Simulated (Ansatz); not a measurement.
# Ni: the cost of one run

Method: DFT PBEsol, scalar-relativistic, plane waves, PAW, in Ansatz 0.2.0.

1 further run of the same task is left out (it didn't finish).

## Step 1: The starting structure

It takes space group Im-3m (No. 229, cubic). The conventional cell has a = 2.767 Å, b = 2.767 Å, c = 2.767 Å, α = 90.00°, β = 90.00°, γ = 90.00°. Ni (site symmetry m-3m) has 8 Ni at 2.40 Å as nearest neighbours.

Coordinates:

```
CELL_PARAMETERS angstrom
-1.38372 1.38372 1.38372
1.38372 -1.38372 1.38372
1.38372 1.38372 -1.38372
ATOMIC_POSITIONS crystal
Ni 0.00000 0.00000 0.00000
```

Source of the structure: the Materials Project (structure only).

## Step 2: A first look at the start

File input.yaml:

```yaml
crystal:
  lattice:
    - [-1.38371547, 1.38371547, 1.38371547]
    - [1.38371547, -1.38371547, 1.38371547]
    - [1.38371547, 1.38371547, -1.38371547]
  atoms:
    - { symbol: Ni, position: [0.0, 0.0, 0.0], spin: 2.0 }
basis:
  ecutwfc: 420
kpoints:
  mp_grid: { grid: [10, 10, 10] }
hamiltonian:
  xc: pbesol
scf:
  occupations: { method: gaussian, width: 0.1 }
  lower_state_search: "off"
output:
  forces: true
  stress: true
  eigenvalues: true
  populations: true
magnetization:
  spin_polarized: true
```

Command:

```sh
$ ansatz run input.yaml --threads 1 --pin off --max-ram 2560MiB --backend cpu --events-out ev --progress --plain --runs-dir out
```

What time and memory should one allow on 1 thread of Intel Xeon at 2.70GHz, shared host?

About 3.2 s, with a peak of 0.29 GiB.
